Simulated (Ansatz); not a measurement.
## Molecular dynamics of K3ScV2O8

The input (input.yaml):

```yaml
accuracy: low
crystal:
  lattice:
    - [5.950601, 0.0, 0.0]
    - [-2.9753, 5.153371, 0.0]
    - [0.0, 0.0, 7.636598]
  atoms:
    - { symbol: K, position: [0.3333333, 0.6666667, 0.676461] }
    - { symbol: K, position: [0.6666667, 0.3333333, 0.323539] }
    - { symbol: K, position: [0.0, 0.0, 0.0] }
    - { symbol: Sc, position: [0.0, 0.0, 0.5] }
    - { symbol: V, position: [0.3333333, 0.6666667, 0.246195], spin: 1.5 }
    - { symbol: V, position: [0.6666667, 0.3333333, 0.753805], spin: 1.5 }
    - { symbol: O, position: [0.3333333, 0.6666667, 0.021692] }
    - { symbol: O, position: [0.6666667, 0.3333333, 0.978308] }
    - { symbol: O, position: [0.169552, 0.830448, 0.330209] }
    - { symbol: O, position: [0.830448, 0.169552, 0.669791] }
    - { symbol: O, position: [0.169552, 0.339104, 0.330209] }
    - { symbol: O, position: [0.830448, 0.660896, 0.669791] }
    - { symbol: O, position: [0.660896, 0.830448, 0.330209] }
    - { symbol: O, position: [0.339104, 0.169552, 0.669791] }
magnetization:
  spin_polarized: true
basis:
  ecutwfc: 420.0
kpoints:
  mp_grid: { grid: [2, 2, 1] }
hamiltonian:
  xc: pbesol
scf:
  occupations: { method: fermi_dirac, width: 0.05 }
  lower_state_search: "off"
  max_iter: 94
md:
  timestep: 4
  n_steps: 130
  ensemble: nvt_nose_hoover
  temperature: 500.0
  initial_velocities: maxwell_boltzmann
  seed: 423534
  nose_hoover: { tau: 50.0, chain_length: 3 }
```

Command:

```bash
$ ansatz run input.yaml --threads 1 --pin off --max-ram 3072MiB --backend cpu --events-out ev --progress --plain --runs-dir out
```

It starts from an unrelaxed structure (largest force component 2.68 eV/Å).

Output, in part (warnings, step lines):

```
WARN: the starting moments were not kept: the SCF closed with an absolute magnetisation of 1.1e-5 μB, where they sum to 3 μB in size (2 sites). That is at most 0.1 of that sum. Measured as dr2_m measures the in/out step, that magnetisation stands 1.3e-11 eV from none, at or under the dr2_threshold …
md step     0: t =     0.00 fs  T =   500.0 K  F+E_penalty+E_count = -16931.72516726 eV  E_kin = 0.840190 eV  conserved = -16930.88497727 eV  (19 SCF iters)
md step     1: t =     4.00 fs  T =   455.1 K  F+E_penalty+E_count = -16931.64639405 eV  E_kin = 0.764766 eV  conserved = -16930.88173781 eV  (11 SCF iters)
md step     2: t =     8.00 fs  T =   475.6 K  F+E_penalty+E_count = -16931.69004703 eV  E_kin = 0.799188 eV  conserved = -16930.89182434 eV  (11 SCF iters)
md step     3: t =    12.00 fs  T =   491.7 K  F+E_penalty+E_count = -16931.72272744 eV  E_kin = 0.826201 eV  conserved = -16930.89891363 eV  (12 SCF iters)
md step     4: t =    16.00 fs  T =   457.2 K  F+E_penalty+E_count = -16931.65610403 eV  E_kin = 0.768323 eV  conserved = -16930.89188541 eV  (12 SCF iters)
md step     5: t =    20.00 fs  T =   439.1 K  F+E_penalty+E_count = -16931.61212119 eV  E_kin = 0.737907 eV  conserved = -16930.88077942 eV  (11 SCF iters)
md step     6: t =    24.00 fs  T =   504.0 K  F+E_penalty+E_count = -16931.73313679 eV  E_kin = 0.846921 eV  conserved = -16930.89652209 eV  (13 SCF iters)
md step     7: t =    28.00 fs  T =   540.0 K  F+E_penalty+E_count = -16931.80047465 eV  E_kin = 0.907368 eV  conserved = -16930.90770586 eV  (12 SCF iters)
[... lines left out ...]
md step   130: t =   520.00 fs  T =   333.6 K  F+E_penalty+E_count = -16931.52951532 eV  E_kin = 0.560498 eV  conserved = -16930.89866525 eV  (12 SCF iters)
```

The steps, from the saved trajectory:

| time (fs) | T (K) | potential energy less start (eV) | conserved less start (meV/atom) |
| --- | --- | --- | --- |
| 0.0 | 500 | 0.000 | 0.00 |
| 16.0 | 457 | 0.069 | -0.49 |
| 32.0 | 454 | 0.089 | -0.51 |
| 48.0 | 550 | -0.050 | -1.38 |
| 64.0 | 410 | 0.274 | 0.03 |
| 80.0 | 418 | 0.399 | 0.53 |
| 96.0 | 861 | -0.157 | -1.41 |
| 112.0 | 732 | 0.247 | 0.01 |
| 128.0 | 684 | 0.373 | 0.17 |
| 144.0 | 546 | 0.571 | 0.37 |
| 160.0 | 260 | 1.052 | 2.59 |
| 176.0 | 510 | 0.609 | 1.48 |
| 192.0 | 650 | 0.301 | -0.49 |
| 208.0 | 490 | 0.492 | 0.12 |
| 224.0 | 427 | 0.443 | -0.76 |
| 240.0 | 486 | 0.165 | -1.43 |
| 256.0 | 495 | -0.014 | -0.90 |
| 272.0 | 419 | 0.005 | -0.68 |
| 288.0 | 435 | -0.060 | -0.57 |
| 304.0 | 388 | 0.011 | -0.16 |
| 320.0 | 360 | 0.071 | -0.10 |
| 336.0 | 442 | -0.032 | -0.51 |
| 352.0 | 396 | 0.111 | -0.09 |
| 368.0 | 551 | -0.074 | -0.99 |
| 384.0 | 611 | -0.075 | -0.87 |
| 400.0 | 505 | 0.180 | -0.57 |
| 416.0 | 622 | 0.057 | -0.85 |
| 432.0 | 684 | 0.025 | -0.49 |
| 448.0 | 632 | 0.129 | -0.36 |
| 464.0 | 610 | 0.117 | -0.45 |
| 480.0 | 447 | 0.273 | -0.07 |
| 496.0 | 262 | 0.447 | 0.44 |
| 512.0 | 276 | 0.330 | -0.01 |

All steps were run. The conserved energy stayed within 2.6 meV per atom of its start (net change -0.98 meV per atom), so there is no drift, though single steps change it by up to 34 meV in the whole system, a sign of fast motions only just resolved. A run of 0.52 ps of so small a system gives no equilibrium averages. No Hubbard correction was used and the magnetic state wasn't searched. Limits of this set-up: coarse k mesh, low accuracy level.

Mean squared displacements from the first frame to the last, about the centre of mass: K 0.48 Å², Sc 0.02 Å², V 0.14 Å², O 0.17 Å².

Last frame:

```xyz
14
Lattice="5.9506 0.0000 0.0000 -2.9753 5.1534 0.0000 0.0000 0.0000 7.6366" Properties=species:S:1:pos:R:3
K -0.190 3.887 5.764
K 3.342 1.482 1.902
K -0.163 0.405 -0.355
Sc -0.035 -0.104 3.884
V 0.183 3.256 2.228
V 2.831 1.761 5.494
O 0.133 3.296 0.585
O 2.941 1.467 7.137
O -1.214 4.038 3.002
O 4.233 1.070 4.745
O 0.059 1.585 2.477
O 2.624 3.549 5.232
O 1.671 3.991 2.716
O 1.395 0.825 4.991
```

Run time: 22 min on 1 thread of Arm Neoverse V1, on a shared host, peak memory 0.67 GiB.
